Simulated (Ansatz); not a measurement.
# SnO2 with a defect (I on an O site): a single-point run

Wanted: field gradients for SnO2 with a defect (I on an O site).

Computed with Ansatz 0.2.0 (DFT, PBE, plane-wave PAW, default files, scalar-relativistic, unless a step's input says otherwise).

## (1) The starting structure

The structure is orthorhombic, space group Pmm2 (No. 25). The conventional cell has a = 6.701 Å, b = 9.559 Å, c = 6.701 Å, α = 90.00°, β = 90.00°, γ = 90.00°. Sn (site symmetry mm2) is surrounded by 5 O at 2.05 to 2.06 Å and 1 I at 2.06 Å. Sn (site symmetry m) is surrounded by 6 O at 2.05 to 2.06 Å. Around Sn (site symmetry mm2) lie 6 O at 2.05 to 2.06 Å. Sn (site symmetry m) is surrounded by 5 O at 2.05 to 2.06 Å and 1 I at 2.05 Å. Only part of the 20 independent sites is listed.

The input asks for a charge of -6 e on the cell.

Structure file:

```
Sn I O
1.0
     4.73800    4.73800    0.00000
    -4.73800    4.73800    0.00000
     0.00000    0.00000    9.55950
Sn I O
12 1 23
Direct
  0.00000 0.00000 0.00000
  0.00000 0.00000 0.33333
  0.00000 0.00000 0.66667
  0.50000 0.50000 0.00000
  0.50000 0.50000 0.33333
  0.50000 0.50000 0.66667
  0.50000 0.00000 0.16667
  0.50000 0.00000 0.50000
  0.50000 0.00000 0.83333
  0.00000 0.50000 0.16667
  0.00000 0.50000 0.50000
  0.00000 0.50000 0.83333
  0.30710 0.00000 0.00000
  0.30710 0.00000 0.33333
  0.30710 0.00000 0.66667
  0.80710 0.50000 0.00000
  0.80710 0.50000 0.33333
  0.80710 0.50000 0.66667
  0.50000 0.30710 0.16667
  0.50000 0.30710 0.50000
  0.50000 0.30710 0.83333
  0.00000 0.80710 0.16667
  0.00000 0.80710 0.50000
  0.00000 0.80710 0.83333
  0.69290 0.00000 0.00000
  0.69290 0.00000 0.33333
  0.69290 0.00000 0.66667
  0.19290 0.50000 0.00000
  0.19290 0.50000 0.33333
  0.19290 0.50000 0.66667
  0.50000 0.69290 0.16667
  0.50000 0.69290 0.50000
  0.50000 0.69290 0.83333
  0.00000 0.19290 0.16667
  0.00000 0.19290 0.50000
  0.00000 0.19290 0.83333
```

## (2) The run

Input file input.yaml:

```yaml
crystal:
  lattice:
    - [4.738, 4.738, 0.0]
    - [-4.738, 4.738, 0.0]
    - [0.0, 0.0, 9.5595]
  atoms:
    - { symbol: Sn, position: [0.0, 0.0, 0.0] }
    - { symbol: Sn, position: [0.0, 0.0, 0.3333333333] }
    - { symbol: Sn, position: [0.0, 0.0, 0.6666666667] }
    - { symbol: Sn, position: [0.5, 0.5, 0.0] }
    - { symbol: Sn, position: [0.5, 0.5, 0.3333333333] }
    - { symbol: Sn, position: [0.5, 0.5, 0.6666666667] }
    - { symbol: Sn, position: [0.5, 0.0, 0.1666666667] }
    - { symbol: Sn, position: [0.5, 0.0, 0.5] }
    - { symbol: Sn, position: [0.5, 0.0, 0.8333333333] }
    - { symbol: Sn, position: [0.0, 0.5, 0.1666666667] }
    - { symbol: Sn, position: [0.0, 0.5, 0.5] }
    - { symbol: Sn, position: [0.0, 0.5, 0.8333333333] }
    - { symbol: I, position: [0.3071, 0.0, 0.0] }
    - { symbol: O, position: [0.3071, 0.0, 0.3333333333] }
    - { symbol: O, position: [0.3071, 0.0, 0.6666666667] }
    - { symbol: O, position: [0.8071, 0.5, 0.0] }
    - { symbol: O, position: [0.8071, 0.5, 0.3333333333] }
    - { symbol: O, position: [0.8071, 0.5, 0.6666666667] }
    - { symbol: O, position: [0.5, 0.3071, 0.1666666667] }
    - { symbol: O, position: [0.5, 0.3071, 0.5] }
    - { symbol: O, position: [0.5, 0.3071, 0.8333333333] }
    - { symbol: O, position: [0.0, 0.8071, 0.1666666667] }
    - { symbol: O, position: [0.0, 0.8071, 0.5] }
    - { symbol: O, position: [0.0, 0.8071, 0.8333333333] }
    - { symbol: O, position: [0.6929, 0.0, 0.0] }
    - { symbol: O, position: [0.6929, 0.0, 0.3333333333] }
    - { symbol: O, position: [0.6929, 0.0, 0.6666666667] }
    - { symbol: O, position: [0.1929, 0.5, 0.0] }
    - { symbol: O, position: [0.1929, 0.5, 0.3333333333] }
    - { symbol: O, position: [0.1929, 0.5, 0.6666666667] }
    - { symbol: O, position: [0.5, 0.6929, 0.1666666667] }
    - { symbol: O, position: [0.5, 0.6929, 0.5] }
    - { symbol: O, position: [0.5, 0.6929, 0.8333333333] }
    - { symbol: O, position: [0.0, 0.1929, 0.1666666667] }
    - { symbol: O, position: [0.0, 0.1929, 0.5] }
    - { symbol: O, position: [0.0, 0.1929, 0.8333333333] }
total_charge: -6
kpoints:
  mp_grid: { grid: [3, 3, 2] }
scf:
  occupations: { method: fermi_dirac, width: 0.01 }
  max_iter: 50
hamiltonian:
  xc: pbe
  pseudopotentials: { kind: paw }
output:
  forces: true
  stress: true
  populations: true
  efg:
    quadrupole_moments_barn: { Sn: -0.132, I: -0.68822, O: -0.02558 }
    contact_densities: true
```

On the command line:

```sh
> ansatz run input.yaml --threads 1 --pin off --max-ram 3072MiB --backend cpu --events-out ev --progress --plain --runs-dir out
```

**Question.** How will this run end, and is anything wrong with its input?

This run ends as converged, with warnings (gradients without spin orbit). It gives a pressure of 51 GPa and a largest force of 22.7 eV/Å, which is large; a structure far from rest gives such values too, whatever the setting.

The suspect setting: total_charge is -6. The typed charge changes the electron count, so this is no longer the system that was meant.

Run again and compare: set total_charge to 1.
